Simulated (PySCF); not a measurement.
# BH6O3P: a look at the electrons

Aim: take BH6O3P and find what binds its two fragments, compute its lowest excited states and analyse its density (charges, bond critical points, surface potential).

Program: PySCF 2.14.0. Level of theory: levels as typed in each script, gas phase, geometry from GFN2-xTB. These are calculated values, not measurements.

### 1 Where the work starts

SMILES `OB(O)O.P`, 11 atoms, charge 0, spin multiplicity 1.

Bond lengths: O1–B2 1.356 Å, O1–H5 0.956 Å, B2–O3 1.353 Å, B2–O4 1.366 Å, O3–H6 0.957 Å, O4–H7 0.955 Å, P8–H9 1.383 Å, P8–H10 1.382 Å, P8–H11 1.396 Å. Angles: B2–O1–H5 117.3°, O1–B2–O3 117.0°, O1–B2–O4 124.9°, O3–B2–O4 118.0°, B2–O3–H6 114.5°, B2–O4–H7 117.9°, H9–P8–H10 92.7°, H9–P8–H11 91.6°, H10–P8–H11 92.0°.

Geometry (Å):

```mol
BH6O3P
  3D, bonds by distance, orders not assigned

 11  9  0  0  0  0  0  0  0  0999 V2000
   -1.1202    1.3439    0.0799 O   0  0
   -1.2702   -0.0027    0.0364 B   0  0
   -0.1530   -0.7512    0.1874 O   0  0
   -2.4587   -0.6522   -0.1420 O   0  0
   -1.9077    1.8761   -0.0221 H   0  0
   -0.2969   -1.6958    0.1292 H   0  0
   -3.2467   -0.1226   -0.2491 H   0  0
    2.2939   -0.0866   -0.1200 P   0  0
    2.1238    0.0683    1.2440 H   0  0
    1.6077    1.0787   -0.4036 H   0  0
    3.5180    0.5846   -0.0833 H   0  0
  1  2  8  0
  1  5  8  0
  2  3  8  0
  2  4  8  0
  3  6  8  0
  4  7  8  0
  8  9  8  0
  8 10  8  0
  8 11  8  0
M  END
```

### 2 Binding of the two fragments (CAM-B3LYP/def2-svpd)

Contents of input.py:

```python
import numpy as np
from pyscf import gto, scf, dft
from pyscf.scf import atom_ks, atom_hf
from scipy.linalg import block_diag
from pyscf.dispersion import dftd3

def solve(mol, dm0=None, hcore=None):
    mf = (dft.UKS if mol.spin else dft.RKS)(mol, xc='camb3lyp')
    mf.grids.level = 3
    mf = mf.density_fit(auxbasis='def2-universal-jkfit')
    mf.conv_tol, mf.max_cycle = 1e-8, 80
    if hcore is not None:
        mf.get_hcore = lambda *args: hcore
    mf.kernel(dm0)
    if not mf.converged:
        mf = mf.newton().run(mf.mo_coeff, mf.mo_occ, max_cycle=30)
    assert mf.converged, 'SCF not converged'
    return mf

mol = gto.M(atom='''
O     -1.12023     1.34394     0.07992
B     -1.27020    -0.00272     0.03636
O     -0.15304    -0.75125     0.18740
O     -2.45870    -0.65225    -0.14196
H     -1.90765     1.87615    -0.02209
H     -0.29692    -1.69581     0.12922
H     -3.24666    -0.12255    -0.24909
P      2.29391    -0.08662    -0.11998
H      2.12381     0.06830     1.24398
H      1.60765     1.07867    -0.40363
H      3.51798     0.58455    -0.08331
''', basis='def2-svpd', charge=0, spin=0, verbose=4)
mol_a = gto.M(atom='''
O     -1.12023     1.34394     0.07992
B     -1.27020    -0.00272     0.03636
O     -0.15304    -0.75125     0.18740
O     -2.45870    -0.65225    -0.14196
H     -1.90765     1.87615    -0.02209
H     -0.29692    -1.69581     0.12922
H     -3.24666    -0.12255    -0.24909
ghost-P      2.29391    -0.08662    -0.11998
ghost-H      2.12381     0.06830     1.24398
ghost-H      1.60765     1.07867    -0.40363
ghost-H      3.51798     0.58455    -0.08331
''', basis='def2-svpd', charge=0, spin=0, verbose=4)
mol_b = gto.M(atom='''
ghost-O     -1.12023     1.34394     0.07992
ghost-B     -1.27020    -0.00272     0.03636
ghost-O     -0.15304    -0.75125     0.18740
ghost-O     -2.45870    -0.65225    -0.14196
ghost-H     -1.90765     1.87615    -0.02209
ghost-H     -0.29692    -1.69581     0.12922
ghost-H     -3.24666    -0.12255    -0.24909
P      2.29391    -0.08662    -0.11998
H      2.12381     0.06830     1.24398
H      1.60765     1.07867    -0.40363
H      3.51798     0.58455    -0.08331
''', basis='def2-svpd', charge=0, spin=0, verbose=4)
ab, a, b = solve(mol), solve(mol_a), solve(mol_b)
e_int = ab.e_tot - a.e_tot - b.e_tot
print('counterpoise-corrected interaction energy / kcal/mol', e_int * 627.5095)
def disp(atoms, charge):
    m = gto.M(atom=atoms, charge=charge, basis='sto-3g', spin=None, unit='Bohr', verbose=0)
    return dftd3.DFTD3Dispersion(m, xc='camb3lyp', version='d3bj').get_dispersion()['energy']
e_disp = disp(mol._atom, mol.charge) - disp(mol._atom[:7], mol_a.charge) - disp(mol._atom[7:], mol_b.charge)
print('D3(BJ) part / kcal/mol', e_disp * 627.5095)
# spherically averaged free atoms, for the promolecule
atm = atom_ks.get_atm_nrks(mol, xc='camb3lyp')
pro = block_diag(*[(atm[a[0]][2] * atm[a[0]][3]) @ atm[a[0]][2].T for a in mol._atom])
np.savez('result.npz', e_int=e_int, e_disp=e_disp, dm_a=a.make_rdm1(), dm_b=b.make_rdm1(), c=ab.mo_coeff, occ=ab.mo_occ, eps=ab.mo_energy, pro=pro, d=[f.dip_moment(verbose=0) for f in (ab, a, b)])
```

Run with:

```console
OMP_NUM_THREADS=1 python input.py
```

### 4 Excited states (PBE/def2-svp)

Contents of input.py:

```python
import numpy as np
from pyscf import gto, scf, dft, tdscf
from pyscf.scf import atom_ks, atom_hf
from scipy.linalg import block_diag

def solve(mol, dm0=None, hcore=None):
    mf = (dft.UKS if mol.spin else dft.RKS)(mol, xc='pbe')
    mf.grids.level = 3
    mf = mf.density_fit(auxbasis='def2-universal-jkfit')
    mf.conv_tol, mf.max_cycle = 1e-8, 80
    if hcore is not None:
        mf.get_hcore = lambda *args: hcore
    mf.kernel(dm0)
    if not mf.converged:
        mf = mf.newton().run(mf.mo_coeff, mf.mo_occ, max_cycle=30)
    assert mf.converged, 'SCF not converged'
    return mf

mol = gto.M(atom='''
O     -1.12023     1.34394     0.07992
B     -1.27020    -0.00272     0.03636
O     -0.15304    -0.75125     0.18740
O     -2.45870    -0.65225    -0.14196
H     -1.90765     1.87615    -0.02209
H     -0.29692    -1.69581     0.12922
H     -3.24666    -0.12255    -0.24909
P      2.29391    -0.08662    -0.11998
H      2.12381     0.06830     1.24398
H      1.60765     1.07867    -0.40363
H      3.51798     0.58455    -0.08331
''', basis='def2-svp', charge=0, spin=0, verbose=4)
mf = solve(mol)
td = mf.TDA()
td.nstates, td.singlet, td.conv_tol = 5, True, 1e-5
td.kernel()
td.analyze()
x, y = np.array([p[0] for p in td.xy]), np.array([p[1] + 0 * p[0] for p in td.xy])
f, mu = td.oscillator_strength(), td.transition_dipole()
nto = [td.get_nto(state=i + 1, verbose=4) for i in range(len(td.e))]
# spherically averaged free atoms, for the promolecule
atm = atom_ks.get_atm_nrks(mol, xc='pbe')
pro = block_diag(*[(atm[a[0]][2] * atm[a[0]][3]) @ atm[a[0]][2].T for a in mol._atom])
np.savez('result.npz', e=td.e, f=f, ok=td.converged, w=[n[0] for n in nto], nto=[n[1] for n in nto], x=x, y=y, c=mf.mo_coeff, occ=mf.mo_occ, eps=mf.mo_energy, pro=pro, mu=mu)
```

### 6 Density, bond paths and surface potential (CAM-B3LYP/def2-svpd)

Contents of input.py:

```python
import numpy as np
from pyscf import gto, scf, dft
from pyscf.scf import atom_ks, atom_hf
from scipy.linalg import block_diag

def solve(mol, dm0=None, hcore=None):
    mf = (dft.UKS if mol.spin else dft.RKS)(mol, xc='camb3lyp')
    mf.grids.level = 3
    mf = mf.density_fit(auxbasis='def2-universal-jkfit')
    mf.conv_tol, mf.max_cycle = 1e-8, 80
    if hcore is not None:
        mf.get_hcore = lambda *args: hcore
    mf.kernel(dm0)
    if not mf.converged:
        mf = mf.newton().run(mf.mo_coeff, mf.mo_occ, max_cycle=30)
    assert mf.converged, 'SCF not converged'
    return mf

mol = gto.M(atom='''
O     -1.12023     1.34394     0.07992
B     -1.27020    -0.00272     0.03636
O     -0.15304    -0.75125     0.18740
O     -2.45870    -0.65225    -0.14196
H     -1.90765     1.87615    -0.02209
H     -0.29692    -1.69581     0.12922
H     -3.24666    -0.12255    -0.24909
P      2.29391    -0.08662    -0.11998
H      2.12381     0.06830     1.24398
H      1.60765     1.07867    -0.40363
H      3.51798     0.58455    -0.08331
''', basis='def2-svpd', charge=0, spin=0, verbose=4)
mf = solve(mol)
mf.analyze()
# spherically averaged free atoms, for the promolecule
atm = atom_ks.get_atm_nrks(mol, xc='camb3lyp')
pro = block_diag(*[(atm[a[0]][2] * atm[a[0]][3]) @ atm[a[0]][2].T for a in mol._atom])
np.savez('result.npz', e=mf.e_tot, c=mf.mo_coeff, occ=mf.mo_occ, eps=mf.mo_energy, pro=pro, dip=mf.dip_moment(verbose=0), s2=mf.spin_square()[0])
```

(Steps that only read results are left out.)

Q: Predict the outcome of this session. Wanted: interaction energy, counterpoise; lowest singlet excitation; dipole moment; HOMO, LUMO.

**Answer**, as computed:

| quantity | value |
| --- | --- |
| interaction energy, counterpoise (CAM-B3LYP/def2-svpd) | +4.3 kcal/mol |
| lowest singlet excitation (PBE/def2-svp) | 5.37 eV |
| dipole moment (CAM-B3LYP/def2-svpd) | 4.03 D |
| HOMO, LUMO (CAM-B3LYP/def2-svpd) | -8.23, 0.02 eV |

**Reading.** The counterpoise-corrected interaction energy of the frozen fragments is +4.3 kcal/mol without dispersion correction and +2.9 kcal/mol with D3(BJ). The pair geometry is semi-empirical, not a minimum at this level. At CAM-B3LYP/def2-svpd: The highest Hirshfeld charge is on B2 (+0.29 e), the lowest on O4 (−0.27 e). All values hold at the given geometry, in the gas phase.
